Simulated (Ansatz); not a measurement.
**RuNH+ (doublet): the correlation ladder, def2-QZVPP**

One table from this session's results is given with a row withheld; the runs are named, their logs left out.

Program: Ansatz 0.2.0, Gaussian basis. Level of theory: def2-QZVPP, core rule «outside noble gas», up to 5 orbitals frozen. These are calculated values, not measurements.

The runs, in order: UHF; ROHF; CCSD(T) on UHF.

2 further runs of the same task are left out: 2 set aside as unsound or not needed.

### The geometry

The geometry is a PBE0/def2-TZVP stationary point (not a proven minimum) of the parent state, kept for this charge and spin. No spin-orbit coupling is included. Elements past krypton take def2 core potentials.

3 atoms, charge 1, spin multiplicity 2.

Atoms are counted from 1 here; the program's logs count them from 0.

Bond lengths: Ru1–N2 1.639 Å, N2–H3 1.031 Å. Angles: Ru1–N2–H3 149.8°.

As a file:

```xyz
3
HNRu
Ru    0.0000   -0.0960    1.3971
N     0.0000   -0.1864   -0.2393
H     0.0000    0.2825   -1.1578
```

Set-up of the first run:

Input file in.yaml:

```yaml
crystal:
  periodic: [false, false, false]
  atoms:
    - {symbol: Ru, position_ang: [0.000000, -0.096028, 1.397129]}
    - {symbol: N, position_ang: [0.000000, -0.186431, -0.239279]}
    - {symbol: H, position_ang: [0.000000, 0.282460, -1.157849]}
basis:
  gaussian: {orbitals: "def2-QZVPP.json"}
total_charge: 1
magnetization: {spin_polarized: true, initial_magnetization: 1}
hamiltonian: {xc: hf}
output: {orbitals: {seedname: orbitals}}
```

Command:

```console
> ansatz run in.yaml --threads 1 --pin off --events-out ev --progress --plain --max-ram 3968MiB --backend cpu
```

Steps of the session up to this table: UHF; ROHF; CCSD(T) on UHF.

One of the session's tables, all rows but one given; the rest of the session is left out.

| method | from UCCSD(T) (meV) |
| --- | --- |
| ROHF | +14484.9 |
| UMP2 | +1756.4 |
| UCCSD | ? |
| UCCSD(T) | 0 |

Estimate the missing values for UCCSD.

As computed: from UCCSD(T) (meV): +861.1. In the column «from UCCSD(T) (meV)» it lies between UCCSD(T) (0) and UMP2 (+1756.4).

Left out of the table: UHF (another determinant or state than the rows shown).

Caveats from the session: The determinant is far from a pure spin state, so its energy mixes those of several spin states (harmless only where they are near-degenerate, as at dissociation). Warnings: spin contamination; coupled cluster took another determinant than the lowest.
